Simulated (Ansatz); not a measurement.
# C2H5NOSi: vertical spin-state energies

The task is vertical spin-state energies, for C2H5NOSi.

Computed with Ansatz 0.2.0, driven from Python. Level of theory: PBE/6-31G*.

### 1 Starting point

Bond lengths: C1–Si2 1.864 Å, Si2–O3 1.671 Å, Si2–C4 1.892 Å, C4–N5 1.162 Å, C1–H6 1.094 Å, C1–H7 1.094 Å, C1–H8 1.094 Å, Si2–H9 1.484 Å, O3–H10 0.971 Å. Angles: C1–Si2–O3 110.8°, C1–Si2–C4 109.9°, C1–Si2–H9 107.4°, O3–Si2–C4 112.7°, O3–Si2–H9 106.5°, C4–Si2–H9 109.4°, Si2–C1–H6 111.0°, Si2–C1–H7 110.8°, Si2–C1–H8 110.9°, H6–C1–H7 108.0°, H6–C1–H8 108.1°, H7–C1–H8 108.0°, Si2–O3–H10 116.1°, Si2–C4–N5 178.4°.

Input file c2h5nosi.xyz:

```xyz
10

C    -1.33260   -0.15060   -0.28520
Si    0.31620    0.15420    0.52910
O     0.82200    1.72700    0.27620
C     1.57590   -1.12290   -0.07250
N     2.34690   -1.89430   -0.47250
H    -1.26010   -0.03510   -1.37090
H    -2.08290    0.55670    0.08070
H    -1.69170   -1.16260   -0.07480
H     0.12250    0.00380    1.99290
H     1.18390    1.92380   -0.60290
```

### 2 Script

Input file spin.py:

```python
# -*- coding: utf-8 -*-
"""Gap between spin states of C2H5NOSi at one geometry."""

import warnings

import ansatz as az

warnings.simplefilter("ignore", az.DeckWarning)

c2h5nosi = az.Crystal.molecule_from_extxyz("c2h5nosi.xyz")

base = (
    c2h5nosi.calculation()
    .basis(gaussian="6-31G*")
    .functional("PBE")
)
found = {}
for unpaired in [0, 2]:
    summary = base.spin("collinear", total=unpaired).run().report
    s = unpaired / 2
    found[unpaired] = summary["free_energy_ev"]
    print(f"2S+1 = {unpaired + 1}: E = {found[unpaired]:.5f} eV, <S^2> = {abs(summary['mean_field']['state']['spin_squared']):.3f} (pure state {s * (s + 1):.2f})")
lowest = min(found, key=found.get)
for unpaired, e in found.items():
    print(f"multiplicity {unpaired + 1}: {96.485332 * (e - found[lowest]):.1f} kJ/mol above the lowest")
```

### 3 The input behind the calls

The package turns the script's settings into the engine's input (first run):

```yaml
crystal:
  periodic: [false, false, false]
  atoms:
    - { symbol: C, position_ang: [-1.3326, -0.1506, -0.2852] }
    - { symbol: Si, position_ang: [0.3162, 0.1542, 0.5291] }
    - { symbol: O, position_ang: [0.822, 1.727, 0.2762] }
    - { symbol: C, position_ang: [1.5759, -1.1229, -0.0725] }
    - { symbol: "N", position_ang: [2.3469, -1.8943, -0.4725] }
    - { symbol: H, position_ang: [-1.2601, -0.0351, -1.3709] }
    - { symbol: H, position_ang: [-2.0829, 0.5567, 0.0807] }
    - { symbol: H, position_ang: [-1.6917, -1.1626, -0.0748] }
    - { symbol: H, position_ang: [0.1225, 0.0038, 1.9929] }
    - { symbol: H, position_ang: [1.1839, 1.9238, -0.6029] }
basis:
  gaussian:
    orbitals: "6-31G*"
hamiltonian:
  xc: pbe
magnetization:
  spin_polarized: true
  initial_magnetization: 0.0
```

### 4 Launch

Started as:

```sh
> python spin.py
```

**Question.** Which spin state is lowest at this geometry, and how far above lie the others?

The runs gave:

```
        quantity             value
   runs compared                 2
          lowest  run 1 (2S+1 = 1)
next above it by          5.791 eV
```

What this shows: In order: multiplicity 1 (+0.00 eV) and multiplicity 3 (+5.79 eV), all at the one geometry. The geometry is a force-field or estimated start, not a minimum of this method, and the basis set is short of its limit. All parts are taken at fixed geometry, without zero-point energy.
